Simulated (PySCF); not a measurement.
# RhF₄: ligand-field states, part 2 of 2

PySCF 2.14.0. Atoms count from 0.

## 6. Ligand-field states: state-averaged CASSCF (bond length × 1.08)

The job: settings as JSON, then the geometry in Å.

```
{"job": {"kind": "lf", "basis": {"metal": "x2c-TZVPall", "ligand": "x2c-SVPall"}, "nevpt": true, "reuse": true}, "charge": 0, "metal": "Rh", "open_shell": "d5"}
Rh     0.000000     0.000000     0.000000
F      1.109898     1.109898     1.109898
F     -1.109898    -1.109898     1.109898
F     -1.109898     1.109898    -1.109898
F      1.109898    -1.109898    -1.109898
```

Level: state-averaged CASSCF of the metal d shell, SC-NEVPT2 on the averaged canonical orbitals, state-interaction spin-orbit coupling.

What it wrote:

```text
basis functions 119, electrons 81, active (5e, 5o)
start from the orbitals of the previous structure
stage 1: DIIS on the effective Fock matrix, level shift 0.30
cycle   1  E = -5178.4127727417  dE = -5.178e+03  max|g| = 1.316e+00
cycle   2  E = -5178.7049250840  dE = -2.922e-01  max|g| = 1.087e-01
cycle   3  E = -5178.7176444837  dE = -1.272e-02  max|g| = 3.799e-02
cycle   4  E = -5178.7178773423  dE = -2.329e-04  max|g| = 3.355e-02
cycle   5  E = -5178.7193086668  dE = -1.431e-03  max|g| = 1.398e-02
cycle   6  E = -5178.7195905261  dE = -2.819e-04  max|g| = 6.271e-03
cycle   7  E = -5178.7196142863  dE = -2.376e-05  max|g| = 5.233e-03
cycle   8  E = -5178.7196629541  dE = -4.867e-05  max|g| = 1.852e-03
cycle   9  E = -5178.7196696990  dE = -6.745e-06  max|g| = 1.134e-03
cycle  10  E = -5178.7196711350  dE = -1.436e-06  max|g| = 5.998e-04
...
cycle  27  E = -5178.7196718201  dE = -2.146e-10  max|g| = 5.078e-05
cycle  28  E = -5178.7196718214  dE = -1.285e-09  max|g| = 3.568e-05
cycle  29  E = -5178.7196718222  dE = -7.831e-10  max|g| = 2.224e-05
cycle  30  E = -5178.7196718229  dE = -6.467e-10  max|g| = 1.936e-05
cycle  31  E = -5178.7196718230  dE = -1.037e-10  max|g| = 1.769e-05
cycle  32  E = -5178.7196718231  dE = -9.186e-11  max|g| = 1.753e-05
cycle  33  E = -5178.7196718232  dE = -1.619e-10  max|g| = 1.482e-05
cycle  34  E = -5178.7196718234  dE = -1.937e-10  max|g| = 1.313e-05
cycle  35  E = -5178.7196718236  dE = -1.792e-10  max|g| = 1.504e-05
cycle  36  E = -5178.7196718237  dE = -1.100e-10  max|g| = 1.463e-05
cycle  37  E = -5178.7196718238  dE = -1.373e-10  max|g| = 9.071e-06
converged average energy = -5178.7196718238

 mult deg   label        CASSCF/cm-1   NEVPT2/cm-1
   2   3   2T2                 0.0           0.0
   6   1   6A1            -11398.6         605.4
   4   3   4T1              -124.2        4331.6
   4   3   4T2              3360.2        8059.2
   2   1   2A2              7720.9       10915.8
   2   3   2T1              9583.6       12774.0
   2   2   2E              10902.5       13678.6
   2   3   2T2             12090.0       14087.0
   4   3   4T2             10861.1       16230.9
   4   1   4A1              9372.4       17411.5
   4   2   4E              10759.0       18049.5
   2   3   2T1             16868.0       18207.8
   4   2   4E              16200.3       20603.1
   2   1   2A1             16809.5       20937.8
   2   3   2T2             18061.4       21524.9
   2   2   2E              19787.9       22878.4
   2   3   2T2             21203.8       24089.4
   2   1   2A1             20506.1       24407.0
   4   3   4T1             20120.1       24425.8
   2   3   2T2             25252.4       27705.8
   2   2   2E              26496.1       28165.2
   4   1   4A2             24457.8       29560.7
   2   3   2T1             25996.8       29584.3
   2   3   2T1             26321.4       29879.0
   2   1   2A2             28781.5       31785.6
   2   1   2A1             33262.5       32983.1
   2   3   2T1             32558.5       33447.3
   2   2   2E              32200.9       33914.7
   4   3   4T1             28785.0       34060.5
   2   3   2T2             33663.2       36472.8
   4   3   4T2             32559.2       38134.2
   2   1   2A2             36150.9       40128.4
   2   2   2E              40286.8       40966.9
   2   3   2T1             36297.8       42301.7
   2   2   2E              45776.4       42641.7
   2   3   2T1             45465.7       44198.6
   2   3   2T2             44738.3       46175.2
   2   3   2T2             43976.3       46515.0
   2   3   2T2             50272.1       48444.1
   2   1   2A1             49021.0       48960.2
   2   3   2T1             59319.9       51552.3
   2   2   2E              67902.0       57783.2
   2   3   2T2             67045.1       61631.5

spin-orbit levels / cm-1
      0.00  x4  2T2 0.81 4T1 0.10 6A1 0.07
    719.13  x2  6A1 0.46 2T2 0.33 4T1 0.20
   1354.12  x4  6A1 0.82 2T2 0.11 4T1 0.06
   1972.41  x2  2T2 0.53 6A1 0.45
   5349.70  x2  4T1 0.99
   5416.18  x2  4T1 0.97
   5416.20  x2  4T1 0.97
   6351.09  x2  4T1 0.83 6A1 0.10 2T2 0.05
   6351.10  x2  4T1 0.83 6A1 0.10 2T2 0.05
   6736.28  x2  4T1 0.78 2T2 0.12 6A1 0.08
   9012.62  x2  4T2 0.98
   9042.03  x2  4T2 0.97
   9042.04  x2  4T2 0.97
   9235.19  x2  4T2 0.91 2A2 0.07
   9290.61  x2  4T2 0.96
   9290.62  x2  4T2 0.96
  12052.33  x2  2A2 0.83 4T2 0.09 4T2 0.06
  13295.18  x2  2T1 0.96
  13691.44  x2  2T1 0.81 2E 0.07 4A1 0.04
  13691.45  x2  2T1 0.81 2E 0.07 4A1 0.04
  14791.64  x4  2E 0.83 2T1 0.07 4T2 0.06
  14933.04  x2  2T2 0.90 4E 0.05
  15194.65  x4  2T2 0.89 4E 0.04
  17009.97  x2  4T2 0.89 2A2 0.08
  17024.21  x2  4T2 0.90 2T1 0.05
  17024.53  x2  4T2 0.90 2T1 0.05
```

It took 9.3 s on 1 thread of Arm Neoverse V2, shared host; peak memory 0.31 GiB.

Warnings kept with the result: strongly covalent, metal-shell active space is small for this complex.

Key values:

```
             quantity      value
spin-orbit constant ζ  1098 cm⁻¹
```

Powder susceptibility:

```
T (K)  χT (cm³ K/mol)  μ(eff)
    2           0.100    0.89
   20           0.122    0.99
  100           0.220    1.32
  300           0.473    1.95
```

## 7. Ligand field across the series

From the NEVPT2 states (cm⁻¹; the spread is that of the fitted one-electron ligand-field levels):

| step | setting | ground state | next state | orbital spread | Racah B | ζ | μ(eff), 300 K |
| --- | --- | --- | --- | --- | --- | --- | --- |
| 2 | as given | 2T2 | 6A1 at 4399 | 14770 | 569 | 1080 | 1.28 |
| 3 | bond length × 0.92 | 2T2 | 4T1 at 10729 | 19341 | 571 | 1021 | 1.29 |
| 4 | bond length × 0.96 | 2T2 | 4T1 at 8156 | 16775 | 570 | 1057 | 1.25 |
| 5 | bond length × 1.04 | 2T2 | 6A1 at 1856 | 13252 | 569 | 1094 | 1.43 |
| 6 | bond length × 1.08 | 2T2 | 6A1 at 605 | 12176 | 570 | 1098 | 1.95 |

## 8. Summary of results

What follows sums up all 2 parts.

```
                                                         quantity       value
            spin-orbit constant ζ (step 2, state-averaged CASSCF)   1080 cm⁻¹
ground multiplicity, μ(eff) at 300 K (step 2, 4 donors at 1.78 Å)  2, 1.28 μB
ground multiplicity, μ(eff) at 300 K (step 3, 4 donors at 1.64 Å)  2, 1.29 μB
ground multiplicity, μ(eff) at 300 K (step 4, 4 donors at 1.71 Å)  2, 1.25 μB
ground multiplicity, μ(eff) at 300 K (step 5, 4 donors at 1.85 Å)  2, 1.43 μB
ground multiplicity, μ(eff) at 300 K (step 6, 4 donors at 1.92 Å)  2, 1.95 μB
```

What this shows: In step 2 the ground spin is not settled: NEVPT2 puts multiplicity 2 lowest, 4399 cm⁻¹ below multiplicity 6, and CASSCF favours 6. In step 2, χT goes from 0.05 at 2 K to 0.20 cm³ K/mol at 300 K, as higher levels fill or mix in. In step 5 the ground spin is not settled: NEVPT2 puts multiplicity 2 lowest, 1856 cm⁻¹ below multiplicity 6, and CASSCF favours 6. In step 6 the ground spin is not settled: NEVPT2 puts multiplicity 2 lowest, 605 cm⁻¹ below multiplicity 6, and CASSCF favours 6. The spread of the ligand-field levels runs from 12176 cm⁻¹ (bond length × 1.08) to 19341 cm⁻¹ (bond length × 0.92); μ(eff) at 300 K: 1.25 to 1.95 μB. The bonding is strongly covalent, and an active space of the metal's shell alone is small for it, so these values are rough.
